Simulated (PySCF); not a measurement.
# SiGe−: bond curves at several levels of theory

An exercise on one series of results from a longer session: the logs are not shown, and one member is left open.

The runs use PySCF 2.14.0; Si def2-TZVPPD, Ge def2-TZVPPD, no relativity.

1 further run of the same task is left out (set aside as unsound or not needed).

Set-up of the first run:

A driver script around PySCF takes these settings:

```yaml
atoms: Si, Ge
charge: -1
basis: Si def2-TZVPPD, Ge def2-TZVPPD
Hamiltonian: no relativity
basis_functions: 102
electrons_treated: 47
masses_in_u: 27.9769, 73.9212
levels: PBE0, PBE, r²SCAN, revPBE, M06-2X, r²SCANh, B3LYP, B97-3, LC-ωPBE, HF, MP2, SCS-MP2, CCSD, CCSD(T)
grid: 80 radial by 434 angular points
occupations: held fixed by the projection of orbital angular momentum
dissociation_limit: Si− + Ge, each in its ground configuration
starting_distance_in_angstrom: 2.375
values_of_2S_to_try: 1, 3, 5
```

The run is started by

```bash
> OMP_NUM_THREADS=2 python dia.py task.json out
```

Among the steps run: Set-up; The PBE0 curve of the state that the search chose; Excited determinants; PBE; r²SCAN (meta-GGA); revPBE (GGA); M06-2X (hybrid meta-GGA); r²SCANh (hybrid meta-GGA); B3LYP (global hybrid GGA); B97-3; LC-ωPBE; UHF; MP2 and coupled cluster.

One table of the session follows, with a row left open; its other results are not shown here.

Energy (eV) from each level's lowest point:

```
R (Å)    UHF  UHF-MP2  UHF-SCS-MP2  UHF-CCSD  UHF-CCSD(T)
1.919  1.084    1.191        1.202       n/a          n/a
2.009  0.449    0.545        0.550     0.526        0.575
2.098  0.112    0.181        0.182     0.166        0.197
2.165  0.007    0.046        0.046     0.037        0.054
2.232  0.000    0.000        0.000     0.000        0.000
2.299      ?        ?            ?         ?            ?
2.388  0.251    0.132        0.134     0.164        0.119
2.500  0.574    0.449        0.439     0.418        0.337
2.634  1.006    1.020        0.972     0.801        0.673
2.812  1.585    1.730        1.646       n/a          n/a
```

Estimate the missing values for R (Å) = 2.299.

Worked estimate for «UHF». A straight line through the neighbours (2.232, 0.000) and (2.388, 0.251) gives 0.000 + (0.251 − 0.000) × (2.299 − 2.232) / (2.388 − 2.232) = 0.108; a parabola fitted to 4 rows on both sides gives 0.077.

The run gave: UHF: 0.069; UHF-MP2: 0.022; UHF-SCS-MP2: 0.023; UHF-CCSD: 0.035; UHF-CCSD(T): 0.016. In «UHF» the line misses by +0.039 and the parabola by +0.008.
